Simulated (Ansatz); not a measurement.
# Li2SiN3: a trial structure relaxed

The task: take a trial cell of Li2SiN3 to zero force and stress.

Computed with Ansatz 0.2.0 (DFT PBE, scalar-relativistic, plane waves, PAW, unless a step's input says otherwise).

## Step 1: Starting point

The structure is trigonal, space group R-3m (No. 166). Conventional cell: a = 4.720 Å, b = 4.720 Å, c = 10.341 Å, α = 90.00°, β = 90.00°, γ = 120.00°. Around Li (site symmetry 3m) lie 9 N at 2.53 to 2.70 Å and 4 Li at 2.64 to 2.84 Å and 3 Si at 2.75 Å. Si (site symmetry -3m) has 6 N at 2.20 Å and 6 Li at 2.75 Å in its first shell of neighbours. N (site symmetry 2/m) has 2 Si at 2.20 Å and 4 N at 2.36 Å and 6 Li at 2.53 to 2.70 Å in its first shell of neighbours.

Coordinates:

```xyz
6
Lattice="2.3602 1.3627 3.4470 -2.3602 1.3627 3.4470 0.0000 -2.7253 3.4470" Properties=species:S:1:pos:R:3 pbc="T T T"
Li    0.0000    0.0000    6.4910
Li    0.0000    0.0000    3.8501
Si    0.0000    0.0000    0.0000
N    -1.1801    0.6813    1.7235
N     1.1801    0.6813    1.7235
N     0.0000   -1.3627    1.7235
```

The cell is invented: species swapped into a database cell of Sm2GeRu3 (R-3m, No. 166), with Li on the Sm sites, Si on the Ge sites and N on the Ru sites. Lengths come from tabulated atomic sizes and are only a guess.

## Step 2: The guess as it stands, on a coarse mesh

File input.yaml:

```yaml
crystal:
  lattice:
    - [2.36018644, 1.36265428, 3.44702416]
    - [-2.36018644, 1.36265428, 3.44702416]
    - [0.0, -2.72530855, 3.44702416]
  atoms:
    - { symbol: Li, position: [0.62768799, 0.62768799, 0.62768799] }
    - { symbol: Li, position: [0.37231201, 0.37231201, 0.37231201] }
    - { symbol: Si, position: [0.0, 0.0, 0.0] }
    - { symbol: "N", position: [0.0, 0.5, 0.0] }
    - { symbol: "N", position: [0.5, 0.0, 0.0] }
    - { symbol: "N", position: [0.0, 0.0, 0.5] }
basis:
  ecutwfc: 420
kpoints:
  mp_grid: { grid: [6, 6, 6] }
hamiltonian:
  xc: pbe
scf:
  occupations: { method: gaussian, width: 0.1 }
  lower_state_search: "off"
output:
  forces: true
  stress: true
  eigenvalues: true
```

The run is started by

```console
> ansatz run input.yaml --threads 1 --pin off --max-ram 2560MiB --backend cpu --events-out ev --progress --plain --runs-dir out
```

The session goes on with these runs: spin check on a coarse mesh; rough relaxation on the coarse mesh; final relaxation.

Q: Predict the outcome of this session. Wanted: conventional cell; volume; energy over the elements; gap on the mesh.

As calculated:

| quantity | value |
| --- | --- |
| symmetry at the end (tolerance 0.05 Å) | space group R-3m (No. 166) |
| conventional cell | a = 4.797 Å, b = 4.797 Å, c = 7.519 Å, α = 90.00°, β = 90.00°, γ = 120.00° |
| volume | 8.32 Å³/atom |
| energy over the elements (uncorrected; H, N, O, F and Cl as molecules) | +0.11 eV/atom |
| gap on the mesh | none (metal) |

The space group R-3m (No. 166) is kept, and the volume per atom shrinks by 24.9 % from the first guess. With a positive formation energy it can't be a ground state. No finished test with a distortion of lower symmetry is shown, so the end may be a saddle point. Some metallic runs here have no spin polarisation while others do; where cell and settings agree, the difference is what magnetism gains. Other magnetic orders were not searched.
